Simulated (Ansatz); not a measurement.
# CH5GeO2 radical: one species, many methods

An exercise on one series of results from a longer session: the logs are not shown, and one member is left open.

Program: Ansatz 0.2.0, Gaussian basis. Level of theory: functionals in def2-TZVPP, the program's frozen cores in correlated methods. These are calculated values, not measurements.

Levels to be run: LDA (SPW92), PBE-D4, revPBE-D4, BLYP-D4, r2SCAN-D4, B97M-V, PBE0-D4, B3LYP-D4, r2SCANh-D4, r2SCAN0-D4, HSE06-D4, BHLYP-D4, CAM-B3LYP-D4, LC-ωPBE, ωB97X-V, ωB97M-V, B2PLYP, PBE-QIDH; CCSD(T)/def2-SVP; CCSD(T)/def2-TZVPP; MP2/def2-QZVPP; extrapolation to the limit; RPA on PBE.

### The relaxed structure

All runs share one geometry, relaxed beforehand with PBE0-D4 in a triple-zeta def2 set.

SMILES `C[O][GeH][OH]`, 9 atoms, charge 0, spin multiplicity 2.

Atoms are counted from 1 here; the program's logs count them from 0.

Bond lengths: C1–O2 1.407 Å, C1–H5 1.092 Å, C1–H6 1.096 Å, C1–H7 1.097 Å, O2–Ge3 1.783 Å, Ge3–O4 1.788 Å, Ge3–H8 1.552 Å, O4–H9 0.960 Å. Angles: O2–C1–H5 107.9°, O2–C1–H6 112.0°, O2–C1–H7 111.9°, H5–C1–H6 108.2°, H5–C1–H7 108.0°, H6–C1–H7 108.7°, C1–O2–Ge3 121.4°, O2–Ge3–O4 109.3°, O2–Ge3–H8 103.8°, O4–Ge3–H8 105.4°, Ge3–O4–H9 113.9°.

Set-up of the first run:

in.yaml reads:

```yaml
crystal:
  periodic: [false, false, false]
  atoms:
    - {symbol: C, position_ang: [0.368110, 0.874044, -0.998576]}
    - {symbol: O, position_ang: [0.377345, -0.525009, -0.853563]}
    - {symbol: Ge, position_ang: [0.269166, -1.292668, 0.751688]}
    - {symbol: O, position_ang: [-1.012912, -0.491576, 1.705637]}
    - {symbol: H, position_ang: [0.324111, 1.100279, -2.066364]}
    - {symbol: H, position_ang: [-0.503002, 1.331435, -0.514739]}
    - {symbol: H, position_ang: [1.277436, 1.334295, -0.592416]}
    - {symbol: H, position_ang: [-0.271934, -2.715092, 0.447531]}
    - {symbol: H, position_ang: [-0.739920, 0.338093, 2.103702]}
basis:
  gaussian: {orbitals: def2-TZVPP}
magnetization: {spin_polarized: true, initial_magnetization: 1}
hamiltonian: {xc: lda}
output: {orbitals: {seedname: orbitals}}
```

Steps of the session up to this table: LDA; PBE-D4 (GGA); revPBE-D4 (GGA); BLYP-D4 (GGA); r2SCAN-D4 (meta-GGA); B97M-V (meta-GGA); PBE0-D4 (hybrid); B3LYP-D4 (hybrid); r2SCANh-D4 (hybrid); r2SCAN0-D4 (hybrid); HSE06-D4 (hybrid); BHLYP-D4 (hybrid); CAM-B3LYP-D4 (range-separated); LC-ωPBE-D4 (range-separated; the results give it without D4); ωB97X-V (range-separated); ωB97M-V (range-separated); B2PLYP (double hybrid); PBE-QIDH (double hybrid).

One of the session's tables, all rows but one given; the rest of the session is left out.

It belongs to the step «Orbital energies across the functionals». 

| functional | HOMO (eV) | LUMO (eV) | gap (eV) |
| --- | --- | --- | --- |
| LDA (SPW92) | ? | ? | ? |
| PBE-D4 | -4.89 | -3.71 | 1.18 |
| revPBE-D4 | -4.86 | -3.58 | 1.28 |
| BLYP-D4 | -4.74 | -3.75 | 0.99 |
| r2SCAN-D4 | -5.28 | -3.39 | 1.89 |
| B97M-V | -5.17 | -3.82 | 1.35 |
| PBE0-D4 | -6.17 | -2.82 | 3.35 |
| B3LYP-D4 | -5.91 | -3.24 | 2.68 |
| r2SCANh-D4 | -5.76 | -3.07 | 2.69 |
| r2SCAN0-D4 | -6.47 | -2.58 | 3.88 |
| HSE06-D4 | -5.77 | -3.19 | 2.58 |
| BHLYP-D4 | -7.31 | -2.04 | 5.26 |
| CAM-B3LYP-D4 | -7.46 | -1.93 | 5.53 |
| LC-ωPBE | -8.83 | -0.50 | 8.34 |
| ωB97X-V | -8.37 | -0.94 | 7.43 |
| ωB97M-V | -8.21 | -1.01 | 7.20 |

**Question.** Estimate the row for LDA (SPW92).

**Answer.** HOMO (eV): -4.93; LUMO (eV): -4.06; gap (eV): 0.87. In the column «HOMO (eV)» it lies between B97M-V (-5.17) and PBE-D4 (-4.89).
